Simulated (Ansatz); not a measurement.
**AsH₄− (singlet): from Hartree-Fock to the top rungs at a displaced geometry (v2), aug-cc-pVDZ**

How much of the correlation energy of AsH₄− (singlet) does each wave-function method recover here?

Computed with Ansatz 0.2.0, Gaussian basis. Level: aug-cc-pVDZ, core rule «outside noble gas», up to 14 orbitals frozen.

Plan: UHF; CCSD(T) on RHF; BCCD(T) on RHF; CISD; CCSDT(Q) on RHF; CASSCF and MRCISD+Q, 10 electrons in 8 orbitals; CASSCF and NEVPT2, 10 electrons in 8 orbitals.

12 further runs of the same task are left out: 4 that didn't finish, 8 set aside as unsound or not needed.

### Step 1. The system

The geometry is a PBE0/def2-TZVPD stationary point (not a proven minimum) with its atoms shifted at random (size 0.100 Å). No spin-orbit coupling is included. The filled d shell of As may be among the frozen orbitals whatever the setting's name suggests; the logs give the count.

5 atoms, charge -1, spin multiplicity 1.

Atoms are counted from 1 here; the program's logs count them from 0.

Bond lengths: As1–H3 1.597 Å, As1–H4 1.465 Å. Angles: H3–As1–H4 93.1°.

### Step 2. UHF

in.yaml

```yaml
crystal:
  periodic: [false, false, false]
  atoms:
    - {symbol: As, position_ang: [0.036647, 0.002470, 0.000570]}
    - {symbol: H, position_ang: [-0.374551, 0.010843, 1.842135]}
    - {symbol: H, position_ang: [-1.057365, -1.161018, 0.003983]}
    - {symbol: H, position_ang: [-0.974256, 1.062590, 0.022197]}
    - {symbol: H, position_ang: [-0.317880, -0.095983, -1.910658]}
basis:
  gaussian: {orbitals: aug-cc-pVDZ}
total_charge: -1
magnetization: {spin_polarized: true, initial_magnetization: 0}
hamiltonian: {xc: hf}
output: {orbitals: {seedname: orbitals}}
```

Started as:

```bash
$ ansatz run in.yaml --threads 1 --pin off --events-out ev --progress --plain --max-ram 2393MiB
```

After this run come: CCSD(T) on RHF; BCCD(T) on RHF; CISD; CCSDT(Q) on RHF; CASSCF and MRCISD+Q, 10 electrons in 8 orbitals; CASSCF and NEVPT2, 10 electrons in 8 orbitals.

Before running them: what should the planned runs give, taken together? Wanted: RCCSDT(Q) below the RHF energy; RMP2 from RCCSDT(Q); RCCSD from RCCSDT(Q); RCCSD(T) from RCCSDT(Q); NEVPT2 valence from RCCSDT(Q); MRCISD+Q valence from RCCSDT(Q); T1 diagnostic; effectively unpaired electrons.

**Answer**, as computed:

| quantity | value |
| --- | --- |
| RCCSDT(Q) below the RHF energy | -5.8554 eV |
| RMP2 from RCCSDT(Q) | +1199.5 meV |
| RCCSD from RCCSDT(Q) | +226.4 meV |
| RCCSD(T) from RCCSDT(Q) | +38.6 meV |
| NEVPT2 valence from RCCSDT(Q) | +1225.6 meV |
| MRCISD+Q valence from RCCSDT(Q) | +38.5 meV |
| levels within 1 kcal/mol (43 meV) | RCCSD(T), BCCD(T), RCCSDT, MRCISD+Q valence |
| T1 diagnostic | 0.019 |
| effectively unpaired electrons | 0.03 |

In words: RCCSD(T) misses by +38.6 meV, 0.7 % of the correlation energy. One determinant dominates. Of the multireference levels listed MRCISD+Q valence comes nearest in total energy (+38.5 meV), which doesn't show that its space is the better one. These misses are within one basis, not against nature.
